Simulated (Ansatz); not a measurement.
# BClH4O3: the cost of one run

Program: Ansatz 0.2.0, Gaussian basis. Level of theory: PBE0-D4/def2-SVP. These are calculated values, not measurements.

### 1 Where the work starts

The start, a first-order saddle point found at PBE0-D4 in triple zeta: 9 atoms, charge 0, spin multiplicity 1.

Atoms are counted from 1 here; the program's logs count them from 0.

Bond lengths: B1–O2 1.531 Å, B1–O3 1.355 Å, B1–O4 1.356 Å, O2–H5 1.078 Å, O2–H7 0.968 Å, O3–H8 0.959 Å, O4–H9 0.960 Å. Angles: O2–B1–O3 118.6°, O2–B1–O4 109.4°, O3–B1–O4 123.3°, B1–O2–H5 90.3°, B1–O2–H7 109.0°, H5–O2–H7 109.0°, B1–O3–H8 114.1°, B1–O4–H9 112.9°.

Geometry (Å):

| atom | x (Å) | y (Å) | z (Å) |
| --- | --- | --- | --- |
| B1 | -0.2548 | -0.0599 | -0.2507 |
| O2 | 1.1366 | 0.5778 | -0.2013 |
| O3 | -0.3927 | -1.2735 | -0.8372 |
| O4 | -1.1956 | 0.9146 | -0.3233 |
| H5 | 1.2471 | 0.2694 | 0.8253 |
| Cl6 | 0.2887 | -0.5972 | 1.9826 |
| H7 | 1.0426 | 1.5409 | -0.2332 |
| H8 | 0.2087 | -1.9415 | -0.5013 |
| H9 | -2.0807 | 0.5694 | -0.4608 |

### 2 The run

md/in.yaml reads:

```yaml
crystal:
  periodic: [false, false, false]
  atoms:
    - {symbol: B, position_ang: [-0.254825, -0.059879, -0.250737]}
    - {symbol: O, position_ang: [1.136557, 0.577777, -0.201275]}
    - {symbol: O, position_ang: [-0.392671, -1.273537, -0.837204]}
    - {symbol: O, position_ang: [-1.195648, 0.914601, -0.323341]}
    - {symbol: H, position_ang: [1.247142, 0.269387, 0.825328]}
    - {symbol: Cl, position_ang: [0.288664, -0.597236, 1.982611]}
    - {symbol: H, position_ang: [1.042642, 1.540906, -0.233151]}
    - {symbol: H, position_ang: [0.208689, -1.941451, -0.501309]}
    - {symbol: H, position_ang: [-2.080651, 0.569431, -0.460821]}
basis:
  gaussian: {orbitals: def2-SVP}
hamiltonian: {xc: pbe0, dispersion: d4}
md: {n_steps: 80, timestep: 0.75, temperature: 500, ensemble: nve, seed: 558, initial_velocities: maxwell_boltzmann}
```

Started as:

```bash
> ansatz run in.yaml --threads 4 --pin off --events-out ev --progress --plain --max-ram 9574MiB
```

**Question.** How long does this run take on 4 threads of Arm Neoverse V2, shared host?

About 82 s.
